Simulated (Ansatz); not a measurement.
**C2H4InN: ionisation energy by level of theory**

How much energy removes an electron from C2H4InN at fixed geometry? The cation is run at each level and the neutral's energy taken from earlier runs.

Program: Ansatz 0.2.0, Gaussian basis. Level of theory: unrestricted cation, the program's frozen cores in correlated methods. These are calculated values, not measurements.

Levels to be run: UKS PBE-D4/def2-TZVPP; UKS r2SCAN-D4/def2-TZVPP; UKS PBE0-D4/def2-TZVPP; UKS B3LYP-D4/def2-TZVPP; UKS wB97X-V/def2-TZVPP; UKS wB97M-V/def2-TZVPP; UKS B2PLYP/def2-TZVPP; UHF-CCSD(T)/def2-TZVPP; UHF-MP2/def2-QZVPP; extrapolation to the limit; then −ε(HOMO) from the neutral's earlier runs with LDA (SPW92), PBE-D4, revPBE-D4, BLYP-D4, r2SCAN-D4, B97M-V, PBE0-D4, B3LYP-D4, r2SCANh-D4, r2SCAN0-D4, HSE06-D4, BHLYP-D4, CAM-B3LYP-D4, LC-ωPBE, ωB97X-V, ωB97M-V.

### Step 1. Structure used throughout

An earlier PBE0-D4 in a triple-zeta def2 set relaxation fixed the geometry. In takes the def2 core potential; no spin-orbit term is included.

8 atoms, charge 0, spin multiplicity 1.

Atoms are counted from 1 here; the program's logs count them from 0.

Bond lengths: C1–In2 2.131 Å, C1–H5 1.091 Å, C1–H6 1.089 Å, C1–H7 1.091 Å, In2–C3 2.149 Å, In2–H8 1.708 Å, C3–N4 1.155 Å. Angles: In2–C1–H5 109.0°, In2–C1–H6 111.9°, In2–C1–H7 109.0°, H5–C1–H6 109.5°, H5–C1–H7 107.9°, H6–C1–H7 109.4°, C1–In2–C3 112.8°, C1–In2–H8 133.7°, C3–In2–H8 113.5°, In2–C3–N4 178.8°.

As a file:

```
C    -0.8308    1.0309   -0.4838
In   -0.1085   -0.5665    0.7272
C     1.7753   -1.3432    0.0459
N     2.7878   -1.7439   -0.3383
H    -0.0811    1.8234   -0.5121
H    -1.7706    1.4326   -0.1089
H    -0.9727    0.6671   -1.5031
H    -0.7073   -1.3573    2.1173
```

### Step 2. Cation, UKS PBE-D4/def2-TZVPP

Contents of in.yaml:

```yaml
crystal:
  periodic: [false, false, false]
  atoms:
    - {symbol: C, position_ang: [-0.830804, 1.030880, -0.483845]}
    - {symbol: In, position_ang: [-0.108536, -0.566543, 0.727227]}
    - {symbol: C, position_ang: [1.775339, -1.343223, 0.045878]}
    - {symbol: N, position_ang: [2.787786, -1.743867, -0.338292]}
    - {symbol: H, position_ang: [-0.081077, 1.823371, -0.512060]}
    - {symbol: H, position_ang: [-1.770630, 1.432594, -0.108914]}
    - {symbol: H, position_ang: [-0.972739, 0.667115, -1.503100]}
    - {symbol: H, position_ang: [-0.707339, -1.357326, 2.117306]}
basis:
  gaussian: {orbitals: def2-TZVPP}
total_charge: 1
magnetization: {spin_polarized: true, initial_magnetization: 1}
hamiltonian: {xc: pbe, dispersion: d4}
```

The run is started by

```
> ansatz run in.yaml --threads 2 --pin off --events-out ev --progress --plain --max-ram 32768MiB --backend cpu
```

The runs that follow: Cation, UKS r2SCAN-D4/def2-TZVPP; Cation, UKS PBE0-D4/def2-TZVPP; Cation, UKS B3LYP-D4/def2-TZVPP; Cation, UKS wB97X-V/def2-TZVPP; Cation, UKS wB97M-V/def2-TZVPP; Cation, UKS B2PLYP (frozen core)/def2-TZVPP; Cation, UHF-CCSD(T)/def2-TZVPP; Cation, UHF-MP2/def2-QZVPP.

Q: Predict the results of all the runs planned. Wanted: ionisation energy, CCSD(T)/CBS; nearest functional by difference; nearest −ε(HOMO); −ε(HOMO) of PBE; T1 of the cation.

**Answer**, as computed:

```
                        quantity               value
  ionisation energy, CCSD(T)/CBS            10.83 eV
nearest functional by difference  ωB97X-V (-0.08 eV)
                nearest −ε(HOMO)  ωB97X-V (-0.05 eV)
                 −ε(HOMO) of PBE             7.28 eV
                T1 of the cation               0.027
```

In words: By cation minus neutral, the functionals miss by 0.68 eV at most. The PBE orbital energy is 3.6 eV too small: a semilocal HOMO is no ionisation energy. Among orbital estimates ωB97X-V comes nearest. Hartree-Fock falls 1.06 eV short, as the neutral has more correlation energy than the cation. Correlated methods include outer-core shells of In, which these sets cover unevenly. With outer-core shells in play the reference is unsure by up to some tenths of an eV, so close misses can't be ranked.
